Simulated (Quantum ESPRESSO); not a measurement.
The system is KTaO3.

```
Ta K O
1.0
     3.98830    0.00000    0.00000
     0.00000    3.98830    0.00000
     0.00000    0.00000    3.98830
Ta K O
1 1 3
Direct
  0.00000 0.00000 0.00000
  0.50000 0.50000 0.50000
  0.00000 0.00000 0.50000
  0.00000 0.50000 0.00000
  0.50000 0.00000 0.00000
```

Base run:

* Program: Quantum ESPRESSO 7.5
* Functional: PBEsol
* Potentials or basis: GBRV 1.5 PBEsol
* Cutoff: 762 eV
* Density cutoff: 6095 eV
* k mesh: 4 × 4 × 4
* Occupations: fermi-dirac, width 0.05 eV
* Spin: no spin polarisation

Its results: band gap on the k mesh 2.11 eV, indirect (least direct gap 2.74 eV); pressure -0.1 GPa.

**Question.** The run is repeated on the same cell with these changes: k mesh from 4 × 4 × 4 to 2 × 2 × 2. What comes out?

**Answer.** Band gap on the k mesh 1.78 eV, indirect (least direct gap 2.43 eV); pressure 1.9 GPa.

Caveats: some runs use coarse meshes; spin-orbit coupling is left out, which moves the levels of the heavy elements; the Wannier minimisation didn't converge (some runs).
